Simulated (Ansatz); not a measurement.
# C2H8B2OSi: the cost of one run

The runs use Ansatz 0.2.0, Gaussian basis; functionals in def2-TZVPP, the program's frozen cores in correlated methods.

The runs, in order: PBE-D4, r2SCAN-D4, PBE0-D4, B3LYP-D4, ωB97X-V, ωB97M-V, B2PLYP; CCSD(T)/def2-TZVPP; MP2/def2-QZVPP; extrapolation to the limit.

**1. Structure used throughout**

All runs share one geometry, relaxed beforehand with PBE0-D4 in a triple-zeta def2 set.

14 atoms, charge 0, spin multiplicity 1.

Atoms are counted from 1 here; the program's logs count them from 0.

Bond lengths: B1–C2 1.504 Å, B1–H7 1.198 Å, B1–H8 1.196 Å, C2–Si3 1.879 Å, C2–B5 1.553 Å, C2–O6 1.565 Å, Si3–C4 1.866 Å, Si3–H9 1.488 Å, Si3–H10 1.491 Å, C4–H11 1.092 Å, C4–H12 1.092 Å, C4–H13 1.093 Å, B5–O6 1.309 Å, B5–H14 1.183 Å. Angles: C2–B1–H7 118.6°, C2–B1–H8 121.2°, H7–B1–H8 120.2°, B1–C2–Si3 126.7°, B1–C2–B5 113.5°, B1–C2–O6 116.2°, Si3–C2–B5 114.2°, Si3–C2–O6 112.3°, B5–C2–O6 49.6°, C2–Si3–C4 109.9°, C2–Si3–H9 109.0°, C2–Si3–H10 108.5°, C4–Si3–H9 111.1°, C4–Si3–H10 110.7°, H9–Si3–H10 107.5°, Si3–C4–H11 111.0°, Si3–C4–H12 110.9°, Si3–C4–H13 110.2° and more.

**2. PBE-D4 (GGA)**

Contents of in.yaml:

```yaml
crystal:
  periodic: [false, false, false]
  atoms:
    - {symbol: B, position_ang: [-1.935560, 0.048321, 0.061588]}
    - {symbol: C, position_ang: [-0.628101, 0.723065, -0.248470]}
    - {symbol: Si, position_ang: [1.050205, 0.310396, 0.489645]}
    - {symbol: C, position_ang: [1.175753, -1.526039, 0.795606]}
    - {symbol: B, position_ang: [-0.563726, 1.320362, -1.680152]}
    - {symbol: O, position_ang: [-0.715716, 2.209227, -0.731323]}
    - {symbol: H, position_ang: [-1.925736, -1.113984, 0.350485]}
    - {symbol: H, position_ang: [-2.972268, 0.637830, -0.025142]}
    - {symbol: H, position_ang: [1.227219, 1.077948, 1.752049]}
    - {symbol: H, position_ang: [2.108010, 0.759482, -0.460630]}
    - {symbol: H, position_ang: [1.009118, -2.088829, -0.125484]}
    - {symbol: H, position_ang: [0.436317, -1.850668, 1.530345]}
    - {symbol: H, position_ang: [2.168731, -1.779021, 1.174570]}
    - {symbol: H, position_ang: [-0.447246, 1.242809, -2.854387]}
basis:
  gaussian: {orbitals: def2-TZVPP}
hamiltonian: {xc: pbe, dispersion: d4}
output: {forces: true, orbitals: {seedname: orbitals}}
```

Launch:

```bash
> ansatz run in.yaml --threads 4 --pin off --events-out ev --progress --plain --max-ram 10444MiB
```

What time and memory should one allow on 4 threads of Arm Neoverse V2, shared host?

About 3.2 s, with a peak of 0.47 GiB.
